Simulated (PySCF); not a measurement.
**C3H5NOSSi: geometry, spin-spin couplings**

What spin-spin couplings should C3H5NOSSi (`[SiH3]Sc1ccon1`) show?

Programs: PySCF 2.14.0, with density-fitted response routines of our own. Each step states its level of theory. These are calculated values for one molecule in the gas phase, unless marked as measured. Atoms are numbered from 0 throughout.

### 1 Starting geometry

12 atoms, charge 0, multiplicity 1; geometry from: GFN2-xTB. The atoms were then displaced at random by about 0.01 Å, so the start is not that level's minimum.

Bonds of the start (Å): Si0–S1 2.16, S1–C2 1.71, C2–C3 1.47, C3–C4 1.35, C4–O5 1.33, O5–N6 1.35, N6–C2 1.30, Si0–H7 1.48, Si0–H8 1.49, Si0–H9 1.42, C3–H10 1.06, C4–H11 1.08.

### 2 Optimising the geometry at PBE0-D3(BJ)/def2-SVP

Job settings and geometry (Å):

```
{"job": {"xc": "PBE0", "basis": "def2-SVP", "d3": "d3bj", "grid": 1, "shake": 0.01, "kind": "geom"}, "charge": 0, "multiplicity": 1}
Si    -2.395320     0.063870     0.014330
S     -1.055570     0.337540     1.689290
C      0.321990     0.075050     0.711380
C      1.752740     0.072980     1.068700
C      2.334270    -0.198460    -0.119940
O      1.435100    -0.328060    -1.090220
N      0.203660    -0.165520    -0.560960
H     -2.111700     1.159760    -0.936950
H     -3.693590     0.296500     0.712790
H     -2.260660    -1.276490    -0.449510
H      2.134370     0.232570     2.047460
H      3.374390    -0.298010    -0.374750
```

On the command line:

```
$ OMP_NUM_THREADS=1 python probes_run.py task.json out
```

The driver reads the jobs from task.json and runs them one after another.

**Question.** This job is followed by: B3LYP/6-31G* indirect spin-spin coupling, non-relativistic, gas phase. Predict these results of the whole session: point group; rotational constants (main isotopes); largest coupling of the table (B3LYP/6-31G*).

As calculated:

| quantity | value |
| --- | --- |
| point group | Cs |
| rotational constants (main isotopes) | 4.45, 1.20, 0.96 GHz |
| largest coupling of the table (B3LYP/6-31G*) | 1J(Si,H) Si0–H7, -208.3 Hz |

In words: Over 7 steps the energy fell by 0.234 eV; of the close pairs, Si0–H9 changed most, 1.425 to 1.487 Å. In the run at B3LYP/6-31G*, the largest coupling of the table is Si0–H7 (mean over like pairs), -208.3 Hz, of which the Fermi-contact term gives -208.5 Hz. Couplings across rotatable bonds belong to this one conformer; where others are populated, the observed values are averages. Couplings from bases without tight functions are rough.
